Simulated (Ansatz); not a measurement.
# Mo3W: the cost of one run

Computed with Ansatz 0.2.0 (DFT PBE, scalar-relativistic, plane waves, PAW, unless a step's input says otherwise).

## (1) The starting structure

Symmetry: Pm-3m, No. 221, cubic system. The conventional cell has a = 4.234 Å, b = 4.234 Å, c = 4.234 Å, α = 90.00°, β = 90.00°, γ = 90.00°. Mo (site symmetry 4/mmm) has 8 Mo at 2.99 Å and 4 W at 2.99 Å in its first shell of neighbours. W (site symmetry m-3m) has 12 Mo at 2.99 Å in its first shell of neighbours.

As a file:

```
Mo W
1.0
     4.23419    0.00000    0.00000
     0.00000    4.23419    0.00000
     0.00000    0.00000    4.23419
Mo W
3 1
Direct
  0.00000 0.50000 0.50000
  0.50000 0.00000 0.50000
  0.50000 0.50000 0.00000
  0.00000 0.00000 0.00000
```

A structure generator made this guess: species swapped into a database cell of Pr3In (Pm-3m, No. 221), with Mo on the Pr sites and W on the In sites. Its size is a rough estimate.

## (2) A first look at the guess

input.yaml reads:

```yaml
crystal:
  lattice:
    - [4.23418787, 0.0, 0.0]
    - [0.0, 4.23418787, 0.0]
    - [0.0, 0.0, 4.23418787]
  atoms:
    - { symbol: Mo, position: [0.0, 0.5, 0.5] }
    - { symbol: Mo, position: [0.5, 0.0, 0.5] }
    - { symbol: Mo, position: [0.5, 0.5, 0.0] }
    - { symbol: W, position: [0.0, 0.0, 0.0] }
basis:
  ecutwfc: 420
kpoints:
  mp_grid: { grid: [4, 4, 4] }
hamiltonian:
  xc: pbe
scf:
  occupations: { method: gaussian, width: 0.1 }
  lower_state_search: "off"
output:
  forces: true
  stress: true
  eigenvalues: true
```

On the command line:

```
$ ansatz run input.yaml --threads 1 --pin off --max-ram 2560MiB --backend cpu --events-out ev --progress --plain --runs-dir out
```

**Question.** How long does this run take on 1 thread of Arm Neoverse N1, shared host, and how much memory does it need?

About 2.8 s, with a peak of 0.32 GiB.
